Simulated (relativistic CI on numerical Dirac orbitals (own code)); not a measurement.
# Co²⁺: one ion under different settings

Aim: see what numerical and physical settings do to the SCF, the total energy and the lowest levels of Co²⁺.

Program: relativistic CI on numerical Dirac orbitals (own code) version 3. Level of theory: Dirac-Coulomb-Breit CI, KLI orbitals optimised for each configuration, model QED (radiative potential, 1s self-energy scaled to tabulated hydrogen-like ionisation energies), numerical settings as typed. These are calculated values, not measurements, unless marked.

**1. What is computed**

- ion: Co²⁺ (Co III)
- nuclear charge: 27
- electrons: 25
- isotope: A = 59

**2. The usual input**

Settings of the run:

```ini
atom Co  Z=27  charge=2  electrons=25
nucleus A=59  rms_radius_fm=3.7875
hamiltonian dirac-coulomb  breit=on  qed=on  c_scale=1
orbitals kli  potential=per-configuration
slater_scale 1
correlation none
mixing on
grid step=0.0125 r_max=49.7
scf mixing=0.4 start=green max_iterations=150 tolerance=2e-08 node_fill=0.05
configurations
  [Ar] 3d7
  [Ar] 3d6 4s
end
```

Command:

```sh
python run_levels.py task.json out
```

The settings of every run stand in task.json; they run in order.

**3. End of the grid 34.79, QED terms off**

Settings of the run:

```ini
atom Co  Z=27  charge=2  electrons=25
nucleus A=59  rms_radius_fm=3.7875
hamiltonian dirac-coulomb  breit=on  qed=off  c_scale=1
orbitals kli  potential=per-configuration
slater_scale 1
correlation none
mixing on
grid step=0.0125 r_max=34.79
scf mixing=0.4 start=green max_iterations=150 tolerance=2e-08 node_fill=0.05
configurations
  [Ar] 3d7
  [Ar] 3d6 4s
end
```

**4. Speed-of-light factor 0.8, Breit term off**

Settings of the run:

```ini
atom Co  Z=27  charge=2  electrons=25
nucleus A=59  rms_radius_fm=3.7875
hamiltonian dirac-coulomb  breit=off  qed=on  c_scale=0.8
orbitals kli  potential=per-configuration
slater_scale 1
correlation none
mixing on
grid step=0.0125 r_max=49.7
scf mixing=0.4 start=green max_iterations=150 tolerance=2e-08 node_fill=0.05
configurations
  [Ar] 3d7
  [Ar] 3d6 4s
end
```

**5. Nuclear radius 4.1663, node fill 0.2, Slater scale 1.2**

Settings of the run:

```ini
atom Co  Z=27  charge=2  electrons=25
nucleus A=59  rms_radius_fm=4.1663
hamiltonian dirac-coulomb  breit=on  qed=on  c_scale=1
orbitals kli  potential=per-configuration
slater_scale 1.2
correlation none
mixing on
grid step=0.0125 r_max=49.7
scf mixing=0.4 start=green max_iterations=150 tolerance=2e-08 node_fill=0.2
configurations
  [Ar] 3d7
  [Ar] 3d6 4s
end
```

**6. Node fill 0.01, speed-of-light factor 0.8**

Settings of the run:

```ini
atom Co  Z=27  charge=2  electrons=25
nucleus A=59  rms_radius_fm=3.7875
hamiltonian dirac-coulomb  breit=on  qed=on  c_scale=0.8
orbitals kli  potential=per-configuration
slater_scale 1
correlation none
mixing on
grid step=0.0125 r_max=49.7
scf mixing=0.4 start=green max_iterations=150 tolerance=2e-08 node_fill=0.01
configurations
  [Ar] 3d7
  [Ar] 3d6 4s
end
```

(Steps that only read results are left out.)

What does the calculation give? Wanted: lowest level, usual settings; total energy; first excitation.

**Answer**, as computed:

| setting | total energy less usual (Ha) | largest shift of a level among the lowest eight of both runs, same label and place (cm⁻¹) | SCF iterations | time | lowest level | kind of change |
| --- | --- | --- | --- | --- | --- | --- |
| usual | 0 | 0 | 24 | 0.16 s | 3d7 4F9/2 | - |
| end of the grid 34.79, QED terms off | -0.356 | 7.63 | 24 | 0.11 s | 3d7 4F9/2 | model term |
| speed-of-light factor 0.8, Breit term off | -6.69 | 1110 | 24 | 0.15 s | 3d7 4F9/2 | unphysical constant |
| nuclear radius 4.1663, node fill 0.2, Slater scale 1.2 | -0.016 | 3560 | 24 | 0.16 s | 3d7 4F9/2 | unphysical constant |
| node fill 0.01, speed-of-light factor 0.8 | -5.86 | 945 | 25 | 0.16 s | 3d7 4F9/2 | unphysical constant |

| quantity | value |
| --- | --- |
| lowest level, usual settings | 3d7 4F9/2 |
| total energy | -1390.3887 Ha |
| first excitation | 809.0 cm⁻¹ |

What this shows: Among the runs whose levels can be followed, they move most under «nuclear radius 4.1663, node fill 0.2, Slater scale 1.2» (unphysical constant), by up to 3560 cm⁻¹. Only the listed configurations are in the model. Near neutrality, missing correlation can shift configurations against each other by thousands of cm⁻¹.
